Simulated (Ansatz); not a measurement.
# ClH3Sn: the cost of one run

Computed with Ansatz 0.2.0, Gaussian basis. Level: PBE0-D4/def2-TZVP structures, single points in def2-TZVPP, no counterpoise correction.

Levels: SPW92, PBE-D4, BLYP-D4, r2SCAN-D4, B97M-V, PBE0-D4, B3LYP-D4, r2SCAN0-D4, BHLYP-D4, CAM-B3LYP-D4, wB97X-V, wB97M-V, B2PLYP, PBE-QIDH, RPA on PBE, Hartree-Fock, MP2, CCSD, CCSD(T).

Cores are frozen in the correlated methods. Filled d shells of the heavier atoms are correlated. Core potentials replace the inner electrons past krypton, and spin-orbit coupling is left out. B3LYP uses VWN-RPA correlation. B2PLYP carries no dispersion term here.

88 further runs of the same task are left out: 88 set aside as unsound or not needed. Runs told in other sessions of the task aren't counted.

### Step 1. The system as given

The complex: 10 atoms, charge 0, spin multiplicity 1.

Atoms are counted from 1 here; the program's logs count them from 0.

Bond lengths: Sn1–H3 1.699 Å, Sn1–H4 1.700 Å, Sn1–H5 1.700 Å, Sn1–Cl7 2.335 Å, C2–H6 1.090 Å, C2–H8 1.090 Å, C2–H9 1.090 Å, C2–H10 1.090 Å. Angles: H3–Sn1–H4 112.8°, H3–Sn1–H5 112.8°, H3–Sn1–Cl7 106.2°, H4–Sn1–H5 112.6°, H4–Sn1–Cl7 105.9°, H5–Sn1–Cl7 105.9°, H6–C2–H8 109.6°, H6–C2–H9 109.6°, H6–C2–H10 109.6°, H8–C2–H9 109.4°, H8–C2–H10 109.4°, H9–C2–H10 109.4°.

As a file:

```mol
CH7ClSn
  3D, bonds by distance, orders not assigned

 10  8  0  0  0  0  0  0  0  0999 V2000
   -2.1435   -0.2744   -0.5653 Sn  0  0
    2.1028    0.1112    0.4862 C   0  0
   -0.6896   -1.1496   -0.6451 H   0  0
   -3.2955   -1.0033    0.4504 H   0  0
   -2.7701    0.1019   -2.1002 H   0  0
    1.3004    0.8344    0.6303 H   0  0
   -1.6192    1.7723    0.4295 Cl  0  0
    3.0390    0.5257    0.8592 H   0  0
    1.8709   -0.8044    1.0303 H   0  0
    2.2049   -0.1139   -0.5754 H   0  0
  1  3  8  0
  1  4  8  0
  1  5  8  0
  1  7  8  0
  2  6  8  0
  2  8  8  0
  2  9  8  0
  2 10  8  0
M  END
```

Its parts: SnH₃Cl holds atoms 1, 3, 4, 5, 7; CH₄ holds atoms 2, 6, 8, 9, 10. Each part counts its atoms afresh in its own runs.

### Step 2. Relaxing SnH₃Cl alone

File relax-a/in.yaml:

```yaml
crystal:
  periodic: [false, false, false]
  atoms:
    - {symbol: Sn, position_ang: [-2.143534, -0.274354, -0.565300]}
    - {symbol: H, position_ang: [-0.689602, -1.149561, -0.645055]}
    - {symbol: H, position_ang: [-3.295497, -1.003310, 0.450441]}
    - {symbol: H, position_ang: [-2.770146, 0.101870, -2.100207]}
    - {symbol: Cl, position_ang: [-1.619166, 1.772300, 0.429457]}
basis:
  gaussian: {orbitals: def2-TZVP}
hamiltonian: {xc: pbe0, dispersion: d4}
relax: {f_tol: 0.005, max_steps: 200}
```

Launch:

```sh
$ ansatz run in.yaml --threads 4 --pin off --events-out ev --progress --plain --max-ram 9574MiB
```

**Question.** How long does this run take on 4 threads of Intel Xeon at 2.50GHz, shared host?

About 6 s.
